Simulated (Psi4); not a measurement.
# SnSiH5O (SMILES [SiH3][O][SnH2]) at UB3LYP/def2-SVPD (core potential)

What is the energy change on altering one bond length of SnSiH5O at UB3LYP/def2-SVPD (core potential)? 

The calculation is run with Psi4 1.11.

**1. Starting point**

The species is SnSiH5O (8 atoms), meant as a doublet with charge 0. SMILES: `[SiH3][O][SnH2]`. Geometry: relaxed at PBE0-D4/def2-TZVP. This is one conformer, not always the lowest.

Bond lengths: Si1–O2 1.631 Å, O2–Sn3 1.970 Å, Si1–H4 1.493 Å, Si1–H5 1.487 Å, Si1–H6 1.489 Å, Sn3–H7 1.723 Å, Sn3–H8 1.730 Å. Angles: Si1–O2–Sn3 136.4°, O2–Si1–H4 111.2°, O2–Si1–H5 109.2°, O2–Si1–H6 111.0°, O2–Sn3–H7 102.4°, O2–Sn3–H8 105.0°, H4–Si1–H5 108.7°, H4–Si1–H6 107.9°, H5–Si1–H6 108.8°, H7–Sn3–H8 112.5°.

**2. The energy at UB3LYP/def2-SVPD (core potential)**

h5osisn.py reads:

```python
import psi4

psi4.set_memory('1600 MB')
psi4.set_num_threads(1)
psi4.core.set_output_file('psi4.out', False)

molecule = psi4.geometry("""
0 2
Si
O 1 1.630783
Sn 2 1.969742 1 136.37606
H 1 1.492934 2 111.22512 3 -24.69566
H 1 1.486688 4 108.70862 2 120.28181
H 1 1.489076 5 108.75934 4 -117.20812
H 3 1.723309 2 102.36215 1 169.29388
H 3 1.729585 7 112.50934 2 112.15162
units angstrom
symmetry c1
no_reorient
no_com
""")

psi4.set_options({
    'basis': 'def2-SVPD',
    'reference': 'uks',
    'puream': True,
    'e_convergence': 1e-09,
    'd_convergence': 1e-08,
    'scf_type': 'pk',
    'dft_radial_points': 99,
    'dft_spherical_points': 590,
    'maxiter': 100,
})

e, wfn = psi4.energy("b3lyp", return_wfn=True)
psi4.oeprop(wfn, "MULLIKEN_CHARGES", "LOWDIN_CHARGES", "DIPOLE")
print('E =', round(e, 9))
for k, v in sorted(psi4.core.scalar_variables().items()):
    print(f'{k:45s} {v:18.10f}')
```

Launch:

```sh
$ python h5osisn.py
```

psi4.out:

```text
[...]
    !!!  WARNING: ECP capability is in beta. Please check occupations closely.  !!!
[...]
  Running in c1 symmetry.
[...]
  Nuclear repulsion =  182.370566035199090
[...]
  Multiplicity = 2
[...]
  Nalpha       = 25
  Nbeta        = 24
[...]
    Number of basis functions: 119
[...]
   @UKS iter   1:  -581.57937841692274   -9.48750e-01   7.62852e-03 DIIS/ADIIS
[...]
   @UKS iter  13:  -581.96442549146354   -5.68434e-12   3.86631e-09 DIIS
[...]
   @S^2 Observed:                7.522634819E-01
[...]
    Orbital Energies [Eh]
    ---------------------
    Alpha Occupied:
       1A    -66.135095     2A    -19.131709     3A     -5.296396
       4A     -5.121539     5A     -3.659897     6A     -3.657842
       7A     -3.657651     8A     -3.464253     9A     -3.462436
      10A     -3.459269    11A     -1.060755    12A     -1.045581
      13A     -1.045445    14A     -1.041925    15A     -1.041868
      16A     -0.941173    17A     -0.558069    18A     -0.496670
      19A     -0.402449    20A     -0.390661    21A     -0.383370
      22A     -0.342973    23A     -0.314737    24A     -0.304225
      25A     -0.227733
    Alpha Virtual:
[...]
  @UKS Final Energy:  -581.96442549146354
   => Energetics <=
    Nuclear Repulsion Energy =            182.3705660351990900
    One-Electron Energy =               -1247.2518513838549552
    Two-Electron Energy =                 522.9617459782912192
    DFT Exchange-Correlation Energy =     -40.0448861210989406
    Empirical Dispersion Energy =           0.0000000000000000
    VV10 Nonlocal Energy =                  0.0000000000000000
    Total Energy =                       -581.9644254914635439
[...]
 Multipole Moments:
 ------------------------------------------------------------------------------------
     Multipole            Electronic (a.u.)      Nuclear  (a.u.)        Total (a.u.)
 ------------------------------------------------------------------------------------
 L = 1.  Multiply by 2.5417464519 to convert [e a0] to [Debye]
 Dipole X            :         -2.2890133            2.1821659           -0.1068474
 Dipole Y            :        -29.5883034           29.0527686           -0.5355348
 Dipole Z            :         56.5133481          -56.0362076            0.4771405
 Magnitude           :                                                    0.7251737
[...]
  Mulliken Charges: (a.u.)
   Center  Symbol    Alpha    Beta     Spin     Total
       1    SI     7.01849  7.02897 -0.01048 -0.04747
       2     O     4.45013  4.38992  0.06021 -0.84006
       3    SN    11.08086 10.38426  0.69660  0.53488
       4     H     0.45631  0.45565  0.00066  0.08804
       5     H     0.43810  0.43302  0.00509  0.12888
       6     H     0.44521  0.44269  0.00252  0.11210
       7     H     0.55212  0.43181  0.12030  0.01607
       8     H     0.55878  0.43367  0.12511  0.00755
   Total alpha = 25.00000, Total beta = 24.00000, Total charge = -0.00000
[...]
```

On the terminal:

```text
E = -581.964425491
CURRENT ENERGY                                   -581.9644254915
CURRENT REFERENCE ENERGY                         -581.9644254915
DD SOLVATION ENERGY                                 0.0000000000
DFT FUNCTIONAL TOTAL ENERGY                      -581.9644254915
DFT TOTAL ENERGY                                 -581.9644254915
DFT VV10 ENERGY                                     0.0000000000
DFT XC ENERGY                                     -40.0448861211
GRID ELECTRONS ALPHA                               25.0000001100
GRID ELECTRONS BETA                                24.0000000361
GRID ELECTRONS TOTAL                               49.0000001461
NUCLEAR REPULSION ENERGY                          182.3705660352
ONE-ELECTRON ENERGY                             -1247.2518513839
PCM POLARIZATION ENERGY                             0.0000000000
PE ENERGY                                           0.0000000000
SCF ITERATION ENERGY                             -581.9644254915
SCF ITERATIONS                                     13.0000000000
SCF TOTAL ENERGY                                 -581.9644254915
TWO-ELECTRON ENERGY                               522.9617459783
XC GRID RADIAL POINTS                              99.0000000000
XC GRID SPHERICAL POINTS                          590.0000000000
XC GRID TOTAL POINTS                           446853.0000000000
```

Run time: 56 s. Hardware: 1 thread of Intel Xeon Platinum 8488C (Sapphire Rapids), shared host; peak memory 0.73 GiB.

**3. The distorted shape at the same level**

job.inp reads:

```
memory 1600 MB

molecule molecule1 {
  0 2
  Si    -0.480150     1.450608    -0.232141
  O      0.844650     0.681708     0.327459
  Sn     1.214250    -0.956592     1.356659
  H     -1.620150     0.503208    -0.410141
  H     -0.166850     2.071908    -1.545941
  H     -0.915750     2.517808     0.710559
  H      2.923150    -1.113592     1.199159
  H      0.097400    -2.583700     0.279200
  symmetry c1
}

set globals {
  reference            uks
  puream               true
  e_convergence        1e-09
  d_convergence        1e-08
  scf_type             pk
  dft_radial_points    99
  dft_spherical_points 590
  maxiter              100
}

energy_value, wavefunction = energy('b3lyp/def2-SVPD', return_wfn=True)
oeprop(wavefunction, 'LOWDIN_CHARGES', 'DIPOLE', 'MULLIKEN_CHARGES', title='B3LYP')
```

Launch:

```sh
$ psi4 -i job.inp -o job.out -n 1
```

job.out, shortened:

```text
[...]
    !!!  WARNING: ECP capability is in beta. Please check occupations closely.  !!!
[...]
  Running in c1 symmetry.
[...]
  Nuclear repulsion =  180.467567881169430
[...]
  Multiplicity = 2
[...]
  Nalpha       = 25
  Nbeta        = 24
[...]
    Number of basis functions: 119
[...]
   @UKS iter   1:  -581.45671730112917   -9.18679e-01   8.14172e-03 ADIIS/DIIS
[...]
   @UKS iter  15:  -581.93793075110432   -1.92131e-11   5.82891e-09 DIIS
[...]
   @S^2 Observed:                7.663234476E-01
[...]
  @UKS Final Energy:  -581.93793075110432
   => Energetics <=
    Nuclear Repulsion Energy =            180.4675678811694297
    One-Electron Energy =               -1243.2926333102263925
    Two-Electron Energy =                 520.8848582449917330
    DFT Exchange-Correlation Energy =     -39.9977235670391806
    Empirical Dispersion Energy =           0.0000000000000000
    VV10 Nonlocal Energy =                  0.0000000000000000
    Total Energy =                       -581.9379307511043180
[...]
 Multipole Moments:
 ------------------------------------------------------------------------------------
     Multipole            Electronic (a.u.)      Nuclear  (a.u.)        Total (a.u.)
 ------------------------------------------------------------------------------------
 L = 1.  Multiply by 2.5417464519 to convert [e a0] to [Debye]
 Dipole X            :         29.1080456          -28.8814238            0.2266218
 Dipole Y            :        -45.6866527           45.4315847           -0.2550680
 Dipole Z            :         33.5644618          -32.9611668            0.6032950
 Magnitude           :                                                    0.6930959
[...]
  Mulliken Charges: (a.u.)
   Center  Symbol    Alpha    Beta     Spin     Total
       1    SI     7.01596  7.02454 -0.00857 -0.04050
       2     O     4.45536  4.40169  0.05367 -0.85705
       3    SN    10.91426 10.44445  0.46981  0.64130
       4     H     0.45410  0.45381  0.00029  0.09209
       5     H     0.43849  0.43278  0.00571  0.12873
       6     H     0.44509  0.44327  0.00182  0.11164
       7     H     0.56208  0.43414  0.12794  0.00378
       8     H     0.71466  0.36533  0.34934 -0.07999
   Total alpha = 25.00000, Total beta = 24.00000, Total charge = -0.00000
[...]
```

It took 54 s on 1 thread of Intel Xeon Platinum 8488C (Sapphire Rapids), shared host; peak memory 0.73 GiB.

**4. What came out**

Level: UB3LYP/def2-SVPD (core potential).

```
                                                          quantity          value
                                         first shape: total energy  -581.96443 Eh
                                        first shape: dipole moment         1.84 D
                   first shape: HOMO energy (highest over α and β)       -6.20 eV
                    first shape: LUMO energy (lowest over α and β)       -3.82 eV
                                                 first shape: ⟨S²⟩          0.752
                                     distorted shape: total energy  -581.93793 Eh
                                    distorted shape: dipole moment         1.76 D
               distorted shape: HOMO energy (highest over α and β)       -6.45 eV
                distorted shape: LUMO energy (lowest over α and β)       -4.13 eV
                                             distorted shape: ⟨S²⟩          0.766
energy change with the Sn3–H8 bond stretched from 1.730 to 2.249 Å       0.721 eV
```

**Reading.** With the Sn3–H8 bond stretched from 1.730 to 2.249 Å the energy rises by 0.72 eV (69.6 kJ/mol). The first shape isn't relaxed at this level, so the change isn't measured from a minimum. Mulliken charges (distorted shape) run from -0.86 on O2 to +0.64 on Sn3; in a basis this large or diffuse they mean little.
